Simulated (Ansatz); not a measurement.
Geometry optimisation, DFT PBE, scalar-relativistic, plane waves, PAW (Ansatz 0.2.0).

The input (input.yaml):

```yaml
crystal:
  lattice:
    - [0.0, 3.57, 3.57]
    - [3.57, 0.0, 3.57]
    - [3.57, 3.57, 0.0]
  atoms:
    - { symbol: C, position: [0.0, 0.0, 0.0] }
    - { symbol: C, position: [0.125, 0.125, 0.125] }
    - { symbol: C, position: [0.0, 0.0, 0.5] }
    - { symbol: C, position: [0.125, 0.125, 0.625] }
    - { symbol: C, position: [0.0, 0.5, 0.0] }
    - { symbol: C, position: [0.125, 0.625, 0.125] }
    - { symbol: C, position: [0.0, 0.5, 0.5] }
    - { symbol: C, position: [0.125, 0.625, 0.625] }
    - { symbol: C, position: [0.5, 0.0, 0.0] }
    - { symbol: C, position: [0.625, 0.125, 0.125] }
    - { symbol: C, position: [0.5, 0.0, 0.5] }
    - { symbol: C, position: [0.625, 0.125, 0.625] }
    - { symbol: C, position: [0.5, 0.5, 0.0] }
    - { symbol: C, position: [0.625, 0.625, 0.125] }
    - { symbol: C, position: [0.5, 0.5, 0.5] }
    - { symbol: C, position: [0.625, 0.625, 0.625] }
    - { symbol: H, position: [0.2571624, 0.750971, 0.24808] }
total_charge: 1
basis:
  ecutwfc: 420.0
kpoints:
  mp_grid: { grid: [3, 3, 3] }
hamiltonian:
  xc: pbe
  pseudopotentials: { kind: paw, azcp: { folder: soft_1 } }
scf:
  occupations: { method: fermi_dirac, width: 0.02 }
  lower_state_search: "off"
relax:
  f_tol: 0.03
  max_steps: 60
  adjacent_minimum: "off"
output:
  write_density: true
  write_potential: true
  elf: true
  volumetric_format: npy
```

Command:

```bash
$ ansatz run input.yaml --threads 1 --pin off --max-ram 3072MiB --backend cpu --events-out ev --progress --plain --runs-dir out
```

Task: Where does it end, and by what steps?

Result: The forces met the threshold. Limits of this set-up: a small cell, in which the defect meets its images, charged cell in a uniform background, uncorrected. After 11 steps the energy has fallen by 0.936 eV; H17 moved furthest, 0.84 Å. Joined: C9–H17 (1.76 → 1.18 Å), C14–H17 (1.52 → 1.18 Å).

```tsv
step	energy less start (eV)	largest force component (eV/Å)	accepted
0	0.0000	1.269	yes
1	-0.0951	0.377	yes
2	-0.1142	0.289	yes
3	-0.1388	0.513	yes
4	-0.2059	0.810	yes
5	-0.4198	1.110	yes
6	-0.5534	1.067	yes
7	-0.8152	1.075	yes
8	-0.9169	0.407	yes
9	-0.9330	0.246	yes
10	-0.9359	0.034	yes
11	-0.9360	0.004	yes
```

```xyz
17
Lattice="0.0000 3.5700 3.5700 3.5700 0.0000 3.5700 3.5700 3.5700 0.0000" Properties=species:S:1:pos:R:3
C -0.003 -0.032 -0.034
C 0.925 0.824 0.854
C 1.787 1.761 -0.046
C 2.673 2.650 0.848
C 1.799 -0.029 1.766
C 2.689 0.871 2.642
C 3.564 1.762 1.739
C 4.457 2.651 2.624
C 0.060 1.694 1.826
C 0.892 2.656 2.643
C 1.769 3.541 1.723
C 2.646 4.441 2.612
C 1.769 1.756 3.520
C 2.586 2.718 4.352
C 3.558 3.588 3.487
C 4.446 4.444 4.415
H 3.651 2.205 4.330
```

Run time: 62 s on 1 thread of Arm Neoverse V2, with other jobs on the host, peak memory 0.34 GiB.
